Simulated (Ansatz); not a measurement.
# Bi4Te3 (Pilsenite): the cost of one run

Program: Ansatz 0.2.0. PAW datasets, plane waves, zero pressure. The values are computed, spin-unpolarised, and not measurements.

**1. The cell**

It is trigonal, R-3m (No. 166); a = 4.451 Å, c = 41.888 Å in the conventional setting, 34.22 Å³ an atom. Bi has 6 Te at 3.12–3.33 Å; Bi has 3 Bi at 3.10 Å and 3 Te at 3.40 Å; Te has 6 Bi at 3.33 Å; Te has 6 Bi at 3.12–3.40 Å.

Coordinates:

```cif
data_structure
_symmetry_space_group_name_H-M 'R-3m:H'
_symmetry_Int_Tables_number 166
_cell_length_a 4.4510
_cell_length_b 4.4510
_cell_length_c 41.8880
_cell_angle_alpha 90.000
_cell_angle_beta 90.000
_cell_angle_gamma 120.000
_cell_volume 718.68
loop_
_atom_site_label
_atom_site_type_symbol
_atom_site_symmetry_multiplicity
_atom_site_Wyckoff_symbol
_atom_site_fract_x
_atom_site_fract_y
_atom_site_fract_z
_atom_site_occupancy
Bi1 Bi 6 c 0.66667 0.33333 0.05050 1
Bi2 Bi 6 c 0.00000 0.00000 0.14600 1
Te1 Te 3 a 0.00000 0.00000 0.00000 1
Te2 Te 6 c 0.33333 0.66667 0.09270 1
```

**2. Relaxation with PBE-D3(BJ)**

The input, input.yaml:

```yaml
crystal:
  lattice:
    - [2.2255, 1.2848930241, 13.9626666667]
    - [-2.2255, 1.2848930241, 13.9626666667]
    - [0.0, -2.5697860482, 13.9626666667]
  atoms:
    - { symbol: Bi, position: [0.7171666667, 0.7171666667, 0.7171666667] }
    - { symbol: Bi, position: [0.2828333333, 0.2828333333, 0.2828333333] }
    - { symbol: Bi, position: [0.146, 0.146, 0.146] }
    - { symbol: Bi, position: [0.854, 0.854, 0.854] }
    - { symbol: Te, position: [0.0, 0.0, 0.0] }
    - { symbol: Te, position: [0.4260333333, 0.4260333333, 0.4260333333] }
    - { symbol: Te, position: [0.5739666667, 0.5739666667, 0.5739666667] }
kpoints:
  mp_grid: { grid: [6, 6, 6] }
hamiltonian:
  xc: pbe
  dispersion: d3bj
scf:
  occupations: { method: fermi_dirac, width: 0.02 }
relax:
  f_tol: 0.005
  cell: {}
output:
  write_density: true
  write_potential: true
  elf: true
  volumetric_format: npy
```

On the command line:

```
> ansatz run input.yaml --threads 2 --pin off --max-ram 29491MiB --backend cpu --events-out ev --progress --plain --runs-dir out
```

Q: Estimate wall time and peak memory on 2 threads of AMD EPYC 7R13 (Zen 3), shared host.

About 89 s, with a peak of 0.91 GiB.
